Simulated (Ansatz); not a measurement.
# LiSb2: the cost of one run

Method: DFT PBE, scalar-relativistic, plane waves, PAW, in Ansatz 0.2.0.

2 further runs of the same task are left out: 2 that didn't finish.

**1. The structure to begin with**

It takes space group Immm (No. 71, orthorhombic). Conventional cell: a = 4.759 Å, b = 7.570 Å, c = 7.742 Å, α = 90.00°, β = 90.00°, γ = 90.00°. Li (site symmetry mmm) is surrounded by 2 Sb at 1.59 Å. Sb (site symmetry mm2) has 1 Li at 1.59 Å as nearest neighbours.

Coordinates:

```cif
data_structure
_symmetry_space_group_name_H-M 'Immm'
_symmetry_Int_Tables_number 71
_cell_length_a 4.7589
_cell_length_b 7.5703
_cell_length_c 7.7422
_cell_angle_alpha 90.000
_cell_angle_beta 90.000
_cell_angle_gamma 90.000
_cell_volume 278.93
loop_
_atom_site_label
_atom_site_type_symbol
_atom_site_symmetry_multiplicity
_atom_site_Wyckoff_symbol
_atom_site_fract_x
_atom_site_fract_y
_atom_site_fract_z
_atom_site_occupancy
Li1 Li 2 d 0.50000 0.00000 0.50000 1
Sb1 Sb 4 j 0.50000 0.00000 0.29441 1
```

A structure generator made this guess: random cell by space group and Wyckoff sites (Immm, No. 71). Its size is a rough estimate.

**2. A first look at the guess**

File input.yaml:

```yaml
crystal:
  lattice:
    - [-2.37945158, 3.78516992, 3.8711133]
    - [2.37945158, -3.78516992, 3.8711133]
    - [2.37945158, 3.78516992, -3.8711133]
  atoms:
    - { symbol: Li, position: [0.5, 0.0, 0.5] }
    - { symbol: Sb, position: [0.29440819, 0.79440819, 0.5] }
    - { symbol: Sb, position: [0.70559181, 0.20559181, 0.5] }
basis:
  ecutwfc: 420
kpoints:
  mp_grid: { grid: [4, 4, 4] }
hamiltonian:
  xc: pbe
scf:
  occupations: { method: gaussian, width: 0.1 }
  lower_state_search: "off"
output:
  forces: true
  stress: true
  eigenvalues: true
```

Launch:

```console
$ ansatz run input.yaml --threads 1 --pin off --max-ram 2560MiB --backend cpu --events-out ev --progress --plain --runs-dir out
```

Q: Estimate wall time and peak memory on 1 thread of Arm Neoverse V1, shared host.

About 4.1 s, with a peak of 0.37 GiB.
